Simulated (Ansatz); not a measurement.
**CH3BrSn: a ladder of functionals and wavefunction methods**

An exercise on one series of results from a longer session: the logs are not shown, and one member is left open.

Method: functionals in def2-TZVPP, the program's frozen cores in correlated methods; program: Ansatz 0.2.0, Gaussian basis.

Levels to be run: LDA (SPW92), PBE-D4, revPBE-D4, BLYP-D4, r2SCAN-D4, B97M-V, PBE0-D4, B3LYP-D4, r2SCANh-D4, r2SCAN0-D4, HSE06-D4, BHLYP-D4, CAM-B3LYP-D4, LC-ωPBE, ωB97X-V, ωB97M-V, B2PLYP, PBE-QIDH; CCSD(T)/def2-SVP; CCSD(T)/def2-TZVPP; CCSD(T)/def2-QZVPP; extrapolation to the limit; RPA on PBE.

1 further run of the same task is left out (for a known fault of the program).

## Structure used throughout

All runs share one geometry, relaxed beforehand with PBE0-D4 in a triple-zeta def2 set. Sn takes the def2 core potential; no spin-orbit term is included.

SMILES `[CH3][Sn][Br]`, 6 atoms, charge 0, spin multiplicity 1.

Atoms are counted from 1 here; the program's logs count them from 0.

Bond lengths: C1–Sn2 2.178 Å, C1–H4 1.093 Å, C1–H5 1.094 Å, C1–H6 1.092 Å, Sn2–Br3 2.536 Å. Angles: Sn2–C1–H4 109.3°, Sn2–C1–H5 109.2°, Sn2–C1–H6 111.9°, H4–C1–H5 107.5°, H4–C1–H6 109.5°, H5–C1–H6 109.4°, C1–Sn2–Br3 94.1°.

As a file:

```
C    -0.41951    0.47177   -0.31595
Sn    0.25522   -0.26172    1.62115
Br    1.77656   -2.03117    0.62702
H    -0.87025   -0.35100   -0.87753
H     0.44376    0.82544   -0.88663
H    -1.14358    1.28268   -0.21426
```

Set-up of the first run:

Input file in.yaml:

```yaml
crystal:
  periodic: [false, false, false]
  atoms:
    - {symbol: C, position_ang: [-0.419509, 0.471768, -0.315946]}
    - {symbol: Sn, position_ang: [0.255224, -0.261718, 1.621147]}
    - {symbol: Br, position_ang: [1.776560, -2.031169, 0.627021]}
    - {symbol: H, position_ang: [-0.870251, -0.350999, -0.877527]}
    - {symbol: H, position_ang: [0.443760, 0.825443, -0.886631]}
    - {symbol: H, position_ang: [-1.143583, 1.282677, -0.214263]}
basis:
  gaussian: {orbitals: def2-TZVPP}
hamiltonian: {xc: lda}
output: {orbitals: {seedname: orbitals}}
```

On the command line:

```sh
ansatz run in.yaml --threads 2 --pin off --events-out ev --progress --plain --max-ram 32768MiB --backend cpu
```

Among the steps run: LDA; PBE-D4 (GGA); revPBE-D4 (GGA); BLYP-D4 (GGA); r2SCAN-D4 (meta-GGA); B97M-V (meta-GGA); B3LYP-D4 (hybrid); r2SCANh-D4 (hybrid); r2SCAN0-D4 (hybrid); HSE06-D4 (hybrid); BHLYP-D4 (hybrid); CAM-B3LYP-D4 (range-separated); LC-ωPBE (range-separated); ωB97X-V (range-separated); ωB97M-V (range-separated); B2PLYP (double hybrid); PBE-QIDH (double hybrid).

One of the session's tables, all rows but one given; the rest of the session is left out.

It belongs to the step «Frontier levels by functional». 

| functional | HOMO (eV) | LUMO (eV) | gap (eV) |
| --- | --- | --- | --- |
| LDA (SPW92) | -5.82 | -3.74 | 2.09 |
| PBE-D4 | -5.64 | -3.48 | 2.16 |
| revPBE-D4 | ? | ? | ? |
| BLYP-D4 | -5.51 | -3.42 | 2.09 |
| r2SCAN-D4 | -5.89 | -3.40 | 2.49 |
| B97M-V | -5.82 | -3.43 | 2.39 |
| PBE0-D4 | -6.66 | -2.79 | 3.87 |
| B3LYP-D4 | -6.49 | -3.03 | 3.45 |
| r2SCANh-D4 | -6.27 | -3.14 | 3.13 |
| r2SCAN0-D4 | -6.83 | -2.75 | 4.08 |
| HSE06-D4 | -6.27 | -3.15 | 3.12 |
| BHLYP-D4 | -7.55 | -2.08 | 5.47 |
| CAM-B3LYP-D4 | -7.89 | -1.90 | 5.99 |
| LC-ωPBE | -9.10 | -0.80 | 8.30 |
| ωB97X-V | -8.80 | -0.91 | 7.89 |
| ωB97M-V | -8.71 | -1.06 | 7.65 |

Q: Estimate the row for revPBE-D4 from the others.

As computed: HOMO (eV): -5.58; LUMO (eV): -3.38; gap (eV): 2.21. In the column «HOMO (eV)» it lies between PBE-D4 (-5.64) and BLYP-D4 (-5.51).
